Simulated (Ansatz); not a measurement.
Here is an Ansatz 0.2.0 calculation.

Contents of input.yaml:

```yaml
crystal:
  lattice:
    - [4.689, 0.0, 0.0]
    - [0.0, 4.689, 0.0]
    - [0.0, 0.0, 4.689]
  atoms:
    - { symbol: Ge, position: [0.158, 0.342, 0.658] }
    - { symbol: Ge, position: [0.342, 0.658, 0.158] }
    - { symbol: Ge, position: [0.658, 0.158, 0.342] }
    - { symbol: Ge, position: [0.842, 0.842, 0.842] }
    - { symbol: Fe, position: [0.865, 0.635, 0.365], spin: 1.5 }
    - { symbol: Fe, position: [0.635, 0.365, 0.865], spin: 1.5 }
    - { symbol: Fe, position: [0.365, 0.865, 0.635], spin: 1.5 }
    - { symbol: Fe, position: [0.135, 0.135, 0.135], spin: 1.5 }
hamiltonian:
  xc: pbesol
  pseudopotentials: { kind: paw }
magnetization:
  spin_polarized: true
  initial_magnetization: 6.0
  spin_locking: { lock_magnetization: hard }
kpoints:
  mp_grid: { grid: [5, 5, 5] }
scf:
  occupations: { method: fermi_dirac, width: 0.05 }
  lower_state_search: "off"
output:
  forces: true
  stress: true
  eigenvalues: true
  write_density: true
  write_potential: true
  elf: true
  volumetric_format: npy
```

Potentials or basis: Ansatz PAW.

The run is started by

```bash
$ ansatz run input.yaml --threads 4 --pin off --max-ram 11264MiB --backend cpu --events-out ev --progress --plain --runs-dir out
```

Question: Estimate the pressure.

Answer: -6.1 GPa.

Question: Predict the largest force.

Answer: 0.093 eV/Å.

Forces in eV/Å, atoms in the order of the input:
```
Ge  -0.054  0.054 -0.054
Ge   0.054 -0.054 -0.054
Ge  -0.054 -0.054  0.054
Ge   0.054  0.054  0.054
Fe   0.022 -0.022  0.022
Fe  -0.022  0.022  0.022
Fe   0.022  0.022 -0.022
Fe  -0.022 -0.022 -0.022
```

Caveat: the total moment is fixed, so each spin has its own Fermi level; the PAW data sets come from PBE, with cores solved anew for the run's functional, which leaves a small shift of forces and pressure; the thresholds are loose for stress.
